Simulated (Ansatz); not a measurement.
Task: relaxations under a series of pressures of TaRu, space group Pm-3m, with the Python package of Ansatz (0.2.0). Give the script and its output. Use (first run): r2SCAN, PAW, the default cutoff (500 eV here), 4×4×4 k-points, Methfessel-Paxton smearing of 0.1 eV.

```
CELL_PARAMETERS angstrom
3.18700 0.00000 0.00000
0.00000 3.18700 0.00000
0.00000 0.00000 3.18700
ATOMIC_POSITIONS crystal
Ta 0.50000 0.50000 0.50000
Ru 0.00000 0.00000 0.00000
```

`run_compress.py`
```python
"""Volume and enthalpy of TaRu against pressure."""

import ansatz as az
import numpy as np
import pandas as pd

def edges_and_angles(cell):
    cell = np.asarray(cell)
    a, b, c = np.linalg.norm(cell, axis=1)
    cosines = cell[1] @ cell[2] / (b * c), cell[0] @ cell[2] / (a * c), cell[0] @ cell[1] / (a * b)
    return (a, b, c, *np.degrees(np.arccos(cosines)))


def main() -> None:
    lattice = az.Lattice.of(
        (3.187, 0.0, 0.0),
        (0.0, 3.187, 0.0),
        (0.0, 0.0, 3.187),
    )
    sites = [
        ("Ta", (0.5, 0.5, 0.5)),
        ("Ru", (0.0, 0.0, 0.0)),
    ]
    crystal = az.Crystal(lattice=lattice)
    for symbol, position in sites:
        crystal = crystal.atom(symbol, position)

    setup = (
        crystal.calculation()
        .functional("r2scan")
        .kpoints(4, 4, 4, center="monkhorst-pack")
        .occupations("methfessel_paxton")
        .scf(tolerance=1e-07)
    )

    # H = F + PV, with 1 GPa A^3 = 1/160.21766 eV
    rows = []
    for pressure in [0, 5, 10, 20]:
        result = setup.relax(cell=True, pressure=pressure, density_extrapolation="second_order").run(threads=1, pin="off")
        cell = result.lattice.cell_ang
        n_atoms = len(result.lattice.sites)
        volume = abs(np.linalg.det(cell)) / n_atoms
        enthalpy = result.report["free_energy_ev"] / n_atoms + pressure * volume / 160.21766
        rows.append((pressure, volume, enthalpy, *edges_and_angles(cell)))
        print(f"{pressure} GPa done: {volume:.4f} A^3/atom")

    table = pd.DataFrame(rows, columns=["P_GPa", "V_A3_atom", "H_eV_atom", "a", "b", "c", "alpha", "beta", "gamma"])
    print(table.round(4).to_string(index=False))
    p, v = np.array([row[0] for row in rows], float), np.array([row[1] for row in rows])
    print("mean bulk modulus between rows (GPa):", np.round(-np.diff(p) / np.diff(np.log(v)), 1))


if __name__ == "__main__":
    main()
```

```console
$ python run_compress.py
DeckWarning: basis.ecutwfc = 500 eV, auto-derived from the records' recommended cutoffs: set by Ta (their level for a meta-GGA)
DeckWarning: relax.cell: scf.convergence.dr2_threshold = 1e-7 eV (the SCF's general default) is looser than the 2e-10 eV advised for a relaxation that steers and ends on the stress (1e-10 eV for each [...]
0 GPa done: 15.5840 A^3/atom
5 GPa done: 15.3136 A^3/atom
10 GPa done: 15.0682 A^3/atom
20 GPa done: 14.6305 A^3/atom
 P_GPa  V_A3_atom  H_eV_atom      a      b      c  alpha  beta  gamma
     0    15.5840 -7917.8966 3.1470 3.1470 3.1470   90.0  90.0   90.0
     5    15.3136 -7917.4145 3.1287 3.1287 3.1287   90.0  90.0   90.0
    10    15.0682 -7916.9405 3.1119 3.1119 3.1119   90.0  90.0   90.0
    20    14.6305 -7916.0142 3.0815 3.0815 3.0815   90.0  90.0   90.0
mean bulk modulus between rows (GPa): [285.7 309.5 339.3]
```
(Warnings from the package without file and line, shortened.)

The volume falls from 15.58 Å³ an atom at 0 GPa to 14.63 at 20 GPa, by 6.1 %. Between 0 and 5 GPa, -V dP/dV is about 286 GPa, a mean over that step.

What to keep in mind:
- These settings explore the input space; cutoff and mesh may be short of convergence.
- Spin is left out of this run.
- At a fixed pressure a relaxation lowers the enthalpy F + PV, while F alone can rise.
- For a metal this mesh is far too coarse, so the numbers only illustrate the procedure.
- This is a high-temperature or high-pressure form, not the ambient phase.
- Spin-orbit coupling, which matters for elements this heavy, is left out.
- The starting cell is as deposited in a crystallographic database; the results hold for this polymorph, which needn't be the stable one.
- Symmetry holds the cell in this phase, whether or not it is the stable one at each pressure.
- Timing: 24 s on 1 thread of Arm Neoverse V1 (shared host), peak memory 0.48 GiB.

(Lines on the test bed's own set-up are left out of the output.)
